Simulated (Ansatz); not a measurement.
This script drives Ansatz 0.2.0, Python API.

The script, `torsion_c2h4brfsi.py`:
```python
"""Rigid torsion scan of C2H4BrFSi."""

import ansatz as az
from ase import Atoms

atoms = Atoms(["C", "C", "Si", "F", "Br", "H", "H", "H", "H"], positions=[
    (-1.0369, 1.1115, -0.1929),
    (-0.4149, 0.0565, -0.5777),
    (0.7428, -0.9109, 0.4133),
    (1.0974, -2.2954, -0.3277),
    (2.6824, 0.1957, 0.5299),
    (-1.7647, 1.6628, -0.8989),
    (-0.9591, 1.6037, 0.7861),
    (-0.5081, -0.3242, -1.5823),
    (0.2497, -1.1459, 1.833),
])

# start the scan from a relaxed geometry
first = (
    az.Crystal.molecule_from_ase(atoms).calculation()
    .basis(gaussian="def2-SVP")
    .functional("pbe", dispersion="d3bj")
    .scf(lower_state_search="off")
    .relax(force_tolerance=0.02, max_steps=80)
)
atoms.positions = first.run(threads=1, backend="cpu").report["positions_ang"]

start = atoms.get_dihedral(0, 1, 2, 3)
energies = {}
for turn in range(0, 360, 40):
    turned = atoms.copy()
    turned.set_dihedral(0, 1, 2, 3, start + turn, indices=[2, 3, 4, 8])
    calc = (
        az.Crystal.molecule_from_ase(turned).calculation()
        .basis(gaussian="def2-SVP")
        .functional("pbe", dispersion="d3bj")
        .scf(lower_state_search="off")
    )
    energies[round((start + turn) % 360)] = calc.run(threads=1, backend="cpu").report["free_energy_ev"]
floor = min(energies.values())
print("dihedral C0-C1-Si2-F3 (deg)   E - E(min) (kcal/mol)")
for angle, e in sorted(energies.items()):
    print(f"{angle:8d} {23.060548 * (e - floor):14.3f}  " + "#" * int(30 * (e - floor) / max(max(energies.values()) - floor, 1e-9)))
```

It is started by `python torsion_c2h4brfsi.py`. Estimate its wall time and peak memory on 1 thread of Arm Neoverse N1 (shared host).

It took about 2.1 min, with a peak of 0.22 GiB, for 10 runs of the engine.

```console
$ python torsion_c2h4brfsi.py
dihedral C0-C1-Si2-F3 (deg)   E - E(min) (kcal/mol)
      38          1.472  #########################
      78          1.344  #######################
     118          0.000
     158          1.309  #######################
     198          1.699  ##############################
     238          0.574  ##########
     278          1.275  ######################
     318          1.658  #############################
     358          0.293  #####
```

These settings explore the input space; basis and method may be short of convergence. The scan is rigid and the energies are electronic, in a modest basis. With rigid groups the curve can differ much from the relaxed path, the start wasn't checked as a minimum of this torsion, and equivalent turns needn't return to the same energy.
